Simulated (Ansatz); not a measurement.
# Co: an axial (c/a) deformation path

The task here is to estimate one member of a computed series from the others.

Computed with Ansatz 0.2.0 (DFT PBEsol, scalar-relativistic, plane waves, PAW, unless a step's input says otherwise).

2 further runs of the same task are left out: 1 that didn't finish, 1 set aside as unsound or not needed.

## The starting structure

It takes space group P6_3/mmc (No. 194, hexagonal). Conventional cell: a = 2.456 Å, b = 2.456 Å, c = 3.969 Å, α = 90.00°, β = 90.00°, γ = 120.00°. Co (site symmetry -6m2) has 12 Co at 2.44 to 2.46 Å as nearest neighbours.

Structure file:

```xyz
2
Lattice="2.4564 0.0000 0.0000 -1.2282 2.1273 0.0000 0.0000 0.0000 3.9694" Properties=species:S:1:pos:R:3 pbc="T T T"
Co    0.0000    1.4182    0.9924
Co    1.2282    0.7091    2.9771
```

It is the result of an earlier relaxation at this level (volume 10.37 Å³/atom; gap on the mesh: none (metal), site moments up to 1.6 μB).

Set-up of the first run:

At fixed volume and fractional coordinates, lengths along (0.000, 0.000, 1.000) are scaled against those across it; ρ is that ratio over its starting value.

Contents of input.yaml:

```yaml
crystal:
  lattice:
    - [2.5931644375, 0.0, 0.0]
    - [-1.2965822187, 2.245746279, 0.0]
    - [0.0, 0.0, 3.5618227645]
  atoms:
    - { symbol: Co, position: [0.3333333333, 0.6666666667, 0.25], spin: 1.8 }
    - { symbol: Co, position: [0.6666666667, 0.3333333333, 0.75], spin: 1.8 }
basis:
  ecutwfc: 420
kpoints:
  mp_grid: { grid: [30, 30, 16] }
hamiltonian:
  xc: pbesol
scf:
  occupations: { method: gaussian, width: 0.15 }
output:
  forces: true
  stress: true
  eigenvalues: true
  populations: true
magnetization:
  spin_polarized: true
```

Launch:

```bash
ansatz run input.yaml --threads 1 --pin off --max-ram 2560MiB --backend cpu --events-out ev --progress --plain --runs-dir out
```

Steps of the session up to this table: ρ = 0.850; At ρ = 1.200; At ρ = 0.920; Point ρ = 1.100; ρ = 0.960; Point ρ = 1.050.

One of the session's tables, all rows but one given; the rest of the session is left out.

```
    ρ  ΔE (meV/atom)  pressure (GPa)  moment (μB/cell)
0.850          173.6             5.5              2.98
0.920              ?               ?                 ?
0.960           12.2             0.4              3.12
1.000            0.0             0.0              3.14
1.050           17.4             0.9              3.17
1.100           66.4             3.0              3.20
1.200          240.2            10.5              3.23
```

**Question.** Estimate the row for ρ = 0.920.

Worked estimate for «ΔE (meV/atom)». A straight line through the neighbours (0.850, 173.6) and (0.960, 12.2) gives 173.6 + (12.2 − 173.6) × (0.920 − 0.850) / (0.960 − 0.850) = 70.9; a parabola fitted to 3 rows on both sides gives 49.2.

**Answer.** ΔE (meV/atom): 49.4; pressure (GPa): 1.7; moment (μB/cell): 3.10. In «ΔE (meV/atom)» the line misses by +21.5 and the parabola by -0.2.
